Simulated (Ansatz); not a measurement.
**C3H4BCl: a ladder of functionals and wavefunction methods**

One table from this session's results is given with a row withheld; the runs are named, their logs left out.

Method: functionals in def2-TZVPP, the program's frozen cores in correlated methods; program: Ansatz 0.2.0, Gaussian basis.

Levels to be run: LDA (SPW92), PBE-D4, revPBE-D4, BLYP-D4, r2SCAN-D4, B97M-V, PBE0-D4, B3LYP-D4, r2SCANh-D4, r2SCAN0-D4, HSE06-D4, BHLYP-D4, CAM-B3LYP-D4, LC-ωPBE, ωB97X-V, ωB97M-V, B2PLYP, PBE-QIDH; CCSD(T)/def2-SVP; CCSD(T)/def2-TZVPP; MP2/def2-QZVPP; extrapolation to the limit; RPA on PBE.

## The geometry

The geometry comes from an earlier relaxation with PBE0-D4 in a triple-zeta def2 set; it is a stationary point, not always the lowest conformer.

SMILES `ClC1=CCB1`, 9 atoms, charge 0, spin multiplicity 1.

Atoms are counted from 1 here; the program's logs count them from 0.

Bond lengths: Cl1–C2 1.692 Å, C2–C3 1.361 Å, C2–B5 1.503 Å, C3–C4 1.501 Å, C3–H6 1.089 Å, C4–B5 1.592 Å, C4–H7 1.090 Å, C4–H8 1.087 Å, B5–H9 1.191 Å. Angles: Cl1–C2–C3 130.2°, Cl1–C2–B5 142.3°, C3–C2–B5 80.2°, C2–C3–C4 102.3°, C2–C3–H6 128.6°, C4–C3–H6 127.8°, C3–C4–B5 73.3°, C3–C4–H7 117.0°, C3–C4–H8 113.5°, B5–C4–H7 119.6°, B5–C4–H8 116.8°, H7–C4–H8 111.6°, C2–B5–C4 92.1°, C2–B5–H9 130.7°, C4–B5–H9 131.7°.

The first run:

Contents of in.yaml:

```yaml
crystal:
  periodic: [false, false, false]
  atoms:
    - {symbol: Cl, position_ang: [1.189921, 2.520996, 0.492164]}
    - {symbol: C, position_ang: [0.344389, 1.108922, 0.099438]}
    - {symbol: C, position_ang: [0.805891, -0.123559, -0.246539]}
    - {symbol: C, position_ang: [-0.464065, -0.871592, -0.529004]}
    - {symbol: B, position_ang: [-0.830038, 0.269383, 0.519143]}
    - {symbol: H, position_ang: [1.809069, -0.531747, -0.129032]}
    - {symbol: H, position_ang: [-0.501299, -1.916871, -0.222333]}
    - {symbol: H, position_ang: [-0.828494, -0.740074, -1.544600]}
    - {symbol: H, position_ang: [-1.436875, 0.238142, 1.543563]}
basis:
  gaussian: {orbitals: def2-TZVPP}
hamiltonian: {xc: lda}
output: {orbitals: {seedname: orbitals}}
```

Run with:

```sh
ansatz run in.yaml --threads 2 --pin off --events-out ev --progress --plain --max-ram 4352MiB
```

Steps of the session up to this table: LDA; PBE-D4 (GGA); revPBE-D4 (GGA); BLYP-D4 (GGA); r2SCAN-D4 (meta-GGA); B97M-V (meta-GGA); PBE0-D4 (hybrid); B3LYP-D4 (hybrid); r2SCANh-D4 (hybrid); r2SCAN0-D4 (hybrid); HSE06-D4 (hybrid); BHLYP-D4 (hybrid); CAM-B3LYP-D4 (range-separated); LC-ωPBE (range-separated); ωB97X-V (range-separated); ωB97M-V (range-separated); B2PLYP (double hybrid); PBE-QIDH (double hybrid).

One table of the session follows, with a row left open; its other results are not shown here.

It belongs to the step «Orbital energies across the functionals». 

| functional | HOMO (eV) | gap (eV) |
| --- | --- | --- |
| LDA (SPW92) | -6.63 | 4.68 |
| PBE-D4 | -6.49 | 4.77 |
| revPBE-D4 | -6.44 | 4.81 |
| BLYP-D4 | ? | ? |
| r2SCAN-D4 | -6.69 | 5.19 |
| B97M-V | -6.73 | 5.30 |
| PBE0-D4 | -7.62 | 6.91 |
| B3LYP-D4 | -7.38 | 6.45 |
| r2SCANh-D4 | -7.11 | 5.98 |
| r2SCAN0-D4 | -7.74 | 7.16 |
| HSE06-D4 | -7.22 | 6.13 |
| BHLYP-D4 | -8.56 | 8.96 |
| CAM-B3LYP-D4 | -8.87 | 9.31 |
| LC-ωPBE | -10.23 | 11.82 |
| ωB97X-V | -9.86 | 11.38 |
| ωB97M-V | -9.75 | 11.12 |

**Question.** Estimate the row for BLYP-D4.

Worked estimate for «HOMO (eV)». Against the share of exact exchange, B3LYP-D4 (0.2, -7.38), BHLYP-D4 (0.5, -8.56) give a slope of -3.93 per unit share; at 0 the line stands at -6.59.

As computed: HOMO (eV): -6.33; gap (eV): 4.75. In «HOMO (eV)» the line misses by -0.26.
